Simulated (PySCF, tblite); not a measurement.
# C₃H₁₀O₂Si₂: a rotation path, then NMR shifts on frames, part 2 of 2

tblite 0.8.0 and PySCF 2.14.0. Atoms count from 0. The steps go on from the part before.

### 5 Nuclear shieldings: image 4, PBE0/pcSseg-1

Job settings and geometry (Å):

```
{"job": {"kind": "nmr", "xc": "PBE0", "basis": "pcSseg-1", "pop": false}, "charge": 0, "multiplicity": 1}
O      0.154100     0.118500    -1.262000
C      0.590500    -0.320400    -0.233600
C     -0.246600    -0.613200     0.975700
C     -1.720400    -0.718400     0.619900
Si    -2.313700     0.712000    -0.504200
O      1.887500    -0.581900    -0.074100
Si     3.122900     0.312800     0.514400
H     -0.080200     0.226300     1.659900
H      0.139900    -1.511400     1.465000
H     -2.299400    -0.741000     1.542800
H     -1.895400    -1.669900     0.118000
H     -1.561500     1.928200    -0.194200
H     -2.356300     0.368500    -1.916600
H     -3.703100     0.962800    -0.077600
H      4.223300    -0.608900     0.300000
H      3.211300     1.568900    -0.222000
H      2.840000     0.579100     1.928200
```

With the program's defaults for keys left out, this is: GIAO PBE0/pcSseg-1 NMR shielding, non-relativistic, gas phase.

Output:

```text
coarse grid: 14880 points
cycle   1  E = -848.9635082081  dE =  8.559e-01  |g| = 9.482e-01  |ddm| = 3.623e+00
cycle   2  E = -848.6332568722  dE =  3.303e-01  |g| = 1.641e+00  |ddm| = 1.764e+00
cycle   3  E = -849.1188292163  dE = -4.856e-01  |g| = 2.547e-01  |ddm| = 1.271e+00
cycle   4  E = -849.1301796989  dE = -1.135e-02  |g| = 8.108e-02  |ddm| = 2.159e-01
cycle   5  E = -849.1312201678  dE = -1.040e-03  |g| = 2.106e-02  |ddm| = 5.760e-02
cycle   6  E = -849.1313128809  dE = -9.271e-05  |g| = 5.205e-03  |ddm| = 1.963e-02
cycle   7  E = -849.1313189587  dE = -6.078e-06  |g| = 9.309e-04  |ddm| = 4.717e-03
final grid: 133616 points
cycle   8  E = -849.1921174401  dE = -1.146e-05  |g| = 1.262e-02  |ddm| = 2.190e-02
cycle   9  E = -849.1920624204  dE =  5.502e-05  |g| = 2.140e-02  |ddm| = 2.181e-02
cycle  10  E = -849.1921456006  dE = -8.318e-05  |g| = 2.368e-03  |ddm| = 1.429e-02
cycle  11  E = -849.1921466380  dE = -1.037e-06  |g| = 3.102e-04  |ddm| = 1.710e-03
cycle  12  E = -849.1921466528  dE = -1.476e-08  |g| = 1.074e-04  |ddm| = 2.863e-04
cycle  13  E = -849.1921466552  dE = -2.444e-09  |g| = 2.571e-05  |ddm| = 1.037e-04
cycle  14  E = -849.1921466554  dE = -1.487e-10  |g| = 3.445e-06  |ddm| = 2.509e-05
converged SCF energy = -849.1921466554

GIAO shielding tensors (ppm)
atom      isotropic    diamagn.    paramagn.     s11        s22        s33       span
  0 O     -151.677     405.072    -556.748   -465.494   -269.599    280.062    745.556
  1 C        2.609     252.491    -249.882   -102.791     43.154     67.466    170.257
  2 C      151.516     254.047    -102.531    132.703    149.376    172.469     39.766
  3 C      181.762     251.096     -69.333    171.731    180.337    193.219     21.487
  4 Si     421.118     878.242    -457.124    388.823    406.465    468.065     79.242
  5 O      167.714     404.185    -236.472     60.517    174.939    267.685    207.168
  6 Si     387.479     880.364    -492.885    351.832    359.572    451.032     99.200
  7 H       29.319      33.032      -3.713     25.068     29.044     33.844      8.776
  8 H       28.974      31.916      -2.942     23.556     29.194     34.172     10.617
  9 H       30.916      29.868       1.048     25.528     28.773     38.447     12.918
 10 H       30.788      30.586       0.203     26.088     28.771     37.506     11.419
 11 H       28.033      29.776      -1.743     24.692     27.280     32.128      7.436
 12 H       27.185      29.029      -1.844     23.543     25.773     32.237      8.694
 13 H       27.789      28.324      -0.535     24.053     25.743     33.571      9.518
 14 H       26.722      28.720      -1.999     23.497     24.974     31.694      8.198
 15 H       26.636      29.439      -2.804     23.382     25.266     31.259      7.877
 16 H       26.640      29.717      -3.078     23.003     26.126     30.790      7.787
```

Run time: 18 s. Hardware: 1 thread of AMD EPYC 9R14, shared host; peak memory 0.82 GiB.

Key values: δ C1 184.3, C2 35.4, C3 5.2, O0 487.8, H15 5.08, H16 5.08 ppm.

### 6 NMR shieldings: image 6, PBE0/pcSseg-1

Job settings and geometry (Å):

```
{"job": {"kind": "nmr", "xc": "PBE0", "basis": "pcSseg-1", "pop": false}, "charge": 0, "multiplicity": 1}
O      0.006500    -0.054000    -1.493100
C      0.583400    -0.204200    -0.449900
C     -0.114400    -0.308500     0.875100
C     -1.600900    -0.574600     0.705800
Si    -2.428100     0.587000    -0.569100
O      1.910000    -0.279900    -0.411100
Si     3.064900     0.097500     0.688400
H      0.050600     0.647700     1.382900
H      0.377700    -1.084300     1.468200
H     -2.081100    -0.475800     1.679100
H     -1.739400    -1.609600     0.393300
H     -1.743400     1.879700    -0.572800
H     -2.595400    -0.010100    -1.883900
H     -3.777300     0.829800    -0.024800
H      4.230500    -0.486800     0.053000
H      3.079800     1.552900     0.803800
H      2.769400    -0.494900     1.994800
```

With the program's defaults for keys left out, this is: GIAO PBE0/pcSseg-1 NMR shielding, non-relativistic, gas phase.

Output:

```text
coarse grid: 14880 points
cycle   1  E = -848.9635089472  dE =  8.582e-01  |g| = 9.530e-01  |ddm| = 3.633e+00
cycle   2  E = -848.5984670508  dE =  3.650e-01  |g| = 1.691e+00  |ddm| = 1.883e+00
cycle   3  E = -849.1210565587  dE = -5.226e-01  |g| = 2.601e-01  |ddm| = 1.387e+00
cycle   4  E = -849.1328303242  dE = -1.177e-02  |g| = 8.571e-02  |ddm| = 2.220e-01
cycle   5  E = -849.1339838946  dE = -1.154e-03  |g| = 2.273e-02  |ddm| = 6.042e-02
cycle   6  E = -849.1340931944  dE = -1.093e-04  |g| = 5.396e-03  |ddm| = 2.114e-02
cycle   7  E = -849.1340996925  dE = -6.498e-06  |g| = 9.526e-04  |ddm| = 4.899e-03
final grid: 133616 points
cycle   8  E = -849.1941411175  dE = -1.590e-05  |g| = 1.220e-02  |ddm| = 2.493e-02
cycle   9  E = -849.1940894575  dE =  5.166e-05  |g| = 2.068e-02  |ddm| = 2.098e-02
cycle  10  E = -849.1941675581  dE = -7.810e-05  |g| = 2.236e-03  |ddm| = 1.402e-02
cycle  11  E = -849.1941684882  dE = -9.301e-07  |g| = 3.380e-04  |ddm| = 1.653e-03
cycle  12  E = -849.1941685063  dE = -1.811e-08  |g| = 1.155e-04  |ddm| = 3.225e-04
cycle  13  E = -849.1941685091  dE = -2.798e-09  |g| = 2.648e-05  |ddm| = 1.080e-04
cycle  14  E = -849.1941685093  dE = -1.601e-10  |g| = 3.957e-06  |ddm| = 2.770e-05
converged SCF energy = -849.1941685093

GIAO shielding tensors (ppm)
atom      isotropic    diamagn.    paramagn.     s11        s22        s33       span
  0 O     -141.410     404.504    -545.914   -456.080   -246.713    278.563    734.643
  1 C        7.629     252.612    -244.983    -96.118     49.762     69.242    165.360
  2 C      152.834     256.860    -104.026    140.753    147.303    170.446     29.693
  3 C      181.949     250.106     -68.157    172.367    180.542    192.939     20.572
  4 Si     421.118     878.170    -457.053    388.503    407.056    467.795     79.292
  5 O      159.485     401.381    -241.896    -14.461    239.770    253.146    267.607
  6 Si     390.262     879.952    -489.690    354.312    363.896    452.579     98.267
  7 H       29.671      33.944      -4.273     25.309     29.555     34.149      8.839
  8 H       28.946      33.657      -4.710     23.131     29.123     34.585     11.454
  9 H       30.920      30.128       0.792     25.421     28.957     38.383     12.962
 10 H       30.811      30.744       0.067     26.043     28.829     37.561     11.518
 11 H       28.045      29.491      -1.446     24.678     27.238     32.220      7.542
 12 H       27.177      28.840      -1.663     23.452     25.726     32.353      8.900
 13 H       27.781      28.241      -0.460     24.028     25.755     33.560      9.532
 14 H       26.735      28.534      -1.799     23.088     25.197     31.920      8.833
 15 H       26.727      29.446      -2.719     23.443     25.193     31.546      8.103
 16 H       26.525      29.633      -3.108     23.162     26.337     30.076      6.914
```

Run time: 19 s. Hardware: 1 thread of AMD EPYC 9R14, shared host; peak memory 0.82 GiB.

This run: δ C1 179.3, C2 34.1, C3 5.0, O0 477.5, H16 5.19, H15 4.99 ppm.

### 7 Nuclear shieldings: image 8, PBE0/pcSseg-1

Job settings and geometry (Å):

```
{"job": {"kind": "nmr", "xc": "PBE0", "basis": "pcSseg-1", "pop": false}, "charge": 0, "multiplicity": 1}
O     -0.023200     0.052400    -1.460400
C      0.574500     0.002700    -0.417700
C     -0.113800     0.038900     0.917000
C     -1.561600    -0.408900     0.792000
Si    -2.479700     0.418800    -0.671000
O      1.898800    -0.058300    -0.412100
Si     3.108300    -0.171000     0.690200
H     -0.068700     1.079200     1.256600
H      0.450600    -0.565300     1.633300
H     -2.074500    -0.199400     1.730000
H     -1.585500    -1.490900     0.659700
H     -1.979000     1.772900    -0.894900
H     -2.544600    -0.426900    -1.853100
H     -3.864000     0.570200    -0.178600
H      4.263200    -0.117800    -0.187600
H      3.017500     0.951200     1.623500
H      2.974900    -1.435800     1.412600
```

Level: GIAO PBE0/pcSseg-1 NMR shielding, non-relativistic, gas phase.

Output:

```text
coarse grid: 14880 points
cycle   1  E = -848.9649615545  dE =  8.588e-01  |g| = 9.508e-01  |ddm| = 3.632e+00
cycle   2  E = -848.6010505883  dE =  3.639e-01  |g| = 1.687e+00  |ddm| = 1.851e+00
cycle   3  E = -849.1212142487  dE = -5.202e-01  |g| = 2.642e-01  |ddm| = 1.362e+00
cycle   4  E = -849.1333925814  dE = -1.218e-02  |g| = 8.476e-02  |ddm| = 2.211e-01
cycle   5  E = -849.1345165894  dE = -1.124e-03  |g| = 2.263e-02  |ddm| = 5.914e-02
cycle   6  E = -849.1346249172  dE = -1.083e-04  |g| = 5.420e-03  |ddm| = 2.100e-02
cycle   7  E = -849.1346314931  dE = -6.576e-06  |g| = 9.571e-04  |ddm| = 4.952e-03
final grid: 133616 points
cycle   8  E = -849.1944462877  dE = -1.374e-05  |g| = 1.233e-02  |ddm| = 2.356e-02
cycle   9  E = -849.1943924016  dE =  5.389e-05  |g| = 2.102e-02  |ddm| = 2.144e-02
cycle  10  E = -849.1944735381  dE = -8.114e-05  |g| = 2.270e-03  |ddm| = 1.421e-02
cycle  11  E = -849.1944744979  dE = -9.598e-07  |g| = 3.192e-04  |ddm| = 1.644e-03
cycle  12  E = -849.1944745133  dE = -1.540e-08  |g| = 1.184e-04  |ddm| = 2.974e-04
cycle  13  E = -849.1944745163  dE = -2.948e-09  |g| = 2.563e-05  |ddm| = 1.073e-04
cycle  14  E = -849.1944745164  dE = -1.435e-10  |g| = 3.281e-06  |ddm| = 2.600e-05
converged SCF energy = -849.1944745164

GIAO shielding tensors (ppm)
atom      isotropic    diamagn.    paramagn.     s11        s22        s33       span
  0 O     -132.454     404.805    -537.258   -431.823   -243.135    277.596    709.419
  1 C        7.909     252.471    -244.562    -93.631     48.081     69.278    162.908
  2 C      153.166     256.475    -103.309    135.985    151.869    171.645     35.660
  3 C      180.567     250.410     -69.844    168.703    179.849    193.148     24.445
  4 Si     423.714     877.856    -454.142    391.034    410.009    470.100     79.067
  5 O      159.671     400.551    -240.881    -14.125    234.099    259.037    273.162
  6 Si     390.906     879.866    -488.960    353.562    368.849    450.306     96.744
  7 H       29.350      33.045      -3.695     25.227     28.913     33.910      8.683
  8 H       29.308      34.283      -4.975     23.672     29.059     35.193     11.521
  9 H       30.846      30.168       0.678     25.374     28.885     38.280     12.906
 10 H       30.786      31.153      -0.366     25.979     29.118     37.263     11.284
 11 H       27.840      29.132      -1.292     24.506     26.933     32.082      7.575
 12 H       27.223      28.763      -1.539     23.577     25.797     32.296      8.720
 13 H       27.762      28.070      -0.308     23.951     25.783     33.551      9.600
 14 H       26.702      28.445      -1.744     22.914     25.296     31.895      8.981
 15 H       26.669      29.446      -2.777     23.408     25.675     30.924      7.516
 16 H       26.604      29.585      -2.982     23.397     25.523     30.891      7.494
```

Run time: 18 s. Hardware: 1 thread of AMD EPYC 9R14, shared host; peak memory 0.82 GiB.

In short: δ C1 179.0, C2 33.8, C3 6.4, O0 468.5, H16 5.11, H15 5.05 ppm.

### 8 Comparing the runs: NMR shifts

Shifts (ppm) of some atoms, chosen among heavy atoms and hydrogens apart, with basis size and wall time:

```
  frame     C1   H15   H14     O0     O5    Si6    Si4  functions  time
image 0  187.0  4.94  4.55  442.4  193.3  -38.9  -74.3        183  27 s
image 2  185.0  5.39  4.73  455.2  172.9  -38.8  -73.9        183  19 s
image 4  184.3  5.08  5.00  487.8  168.4  -38.3  -72.0        183  18 s
image 6  179.3  4.99  4.98  477.5  176.6  -41.1  -72.0        183  19 s
image 8  179.0  5.05  5.02  468.5  176.4  -41.7  -74.6        183  18 s
```

### 9 Outcome

The summary covers parts 1 to 2.

| quantity | value |
| --- | --- |
| barrier | 0.205 eV (4.7 kcal/mol) at image 4 |
| end to end (GFN2-xTB) | 0.164 eV |
| ¹³C shifts against TMS (PBE0/pcSseg-1, image 0) | 187.0, 34.5, 6.5 ppm |
| ¹H shifts against TMS (PBE0/pcSseg-1, image 0) | 4.94, 4.92, 4.55, 4.44, 3.95, 3.92, 2.84, 2.45, 0.92, 0.88 ppm |
| ¹⁷O shifts against H2O (PBE0/pcSseg-1, image 0) | 442.4, 193.3 ppm |
| ²⁹Si shifts against TMS (PBE0/pcSseg-1, image 0) | -38.9, -74.3 ppm |
| surface potential, 1st and 99th percentile | -1.24 V and 1.58 V |
| range of the shift of O0 | 442.4 to 487.8 ppm |

What this shows: Along the band the dihedral turns by 182°, and the top (dihedral -87°) lies 4.7 kcal/mol above the start (GFN2-xTB, rough), so at room temperature this motion is fast. The top was not checked by a frequency run. Shifts at one fixed geometry are not the observed spectrum, which averages over the motion. In the first frame run (image 0): Shielding is most anisotropic at O0 (span 624 ppm, paramagnetic term -512 ppm). In ppm, O0 moves most: its shift spreads over 45.4 ppm, from 442.4 (image 0) to 487.8 (image 4).
